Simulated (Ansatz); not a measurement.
# MoSe3: the cost of one run

Method: DFT PBE, scalar-relativistic, plane waves, PAW, unless a step names another level, in Ansatz 0.2.0.

1 further run of the same task is left out (it didn't finish).

**1. Starting point**

Symmetry: P-62m, No. 189, hexagonal system. Conventional cell: a = 6.691 Å, b = 6.691 Å, c = 3.006 Å, α = 90.00°, β = 90.00°, γ = 120.00°. Around Mo (site symmetry -62m) lie 6 Se at 2.50 Å. Around Se (site symmetry m2m) lie 2 Mo at 2.50 Å.

As a file:

```xyz
4
Lattice="6.6906 0.0000 0.0000 -3.3453 5.7942 0.0000 0.0000 0.0000 3.0056" Properties=species:S:1:pos:R:3 pbc="T T T"
Mo    0.0000    0.0000    0.0000
Se    2.0019    0.0000    1.5028
Se   -1.0009    1.7337    1.5028
Se    2.3444    4.0606    1.5028
```

It came out lowest among 27 distinct ends of the trial cells. At a tolerance of 0.05 Å it has space group P-62m (No. 189).

**2. Relaxing to 0.001 eV/Å, on the response runs' mesh and smearing**

input.yaml reads:

```yaml
crystal:
  lattice:
    - [6.6906103689, 0.0, 0.0]
    - [-3.3453051845, 5.7942385463, 0.0]
    - [0.0, 0.0, 3.0055611715]
  atoms:
    - { symbol: Mo, position: [0.0, 0.0, 0.0] }
    - { symbol: Se, position: [0.2992033493, 0.0, 0.5] }
    - { symbol: Se, position: [0.0, 0.2992033493, 0.5] }
    - { symbol: Se, position: [0.7007966507, 0.7007966507, 0.5] }
basis:
  ecutwfc: 420
kpoints:
  mp_grid: { grid: [6, 6, 12] }
hamiltonian:
  xc: pbe
scf:
  occupations: { method: gaussian, width: 0.1 }
output:
  forces: true
  stress: true
  eigenvalues: true
relax:
  adjacent_minimum: "off"
  f_tol: 0.001
  max_steps: 60
  cell: { stress_tol: 0.01 }
```

Launch:

```sh
ansatz run input.yaml --threads 3 --pin off --max-ram 7680MiB --backend cpu --events-out ev --progress --plain --runs-dir out
```

Q: Estimate wall time and peak memory on 3 threads of Arm Neoverse V1, shared host.

About 52 s, with a peak of 0.5 GiB.
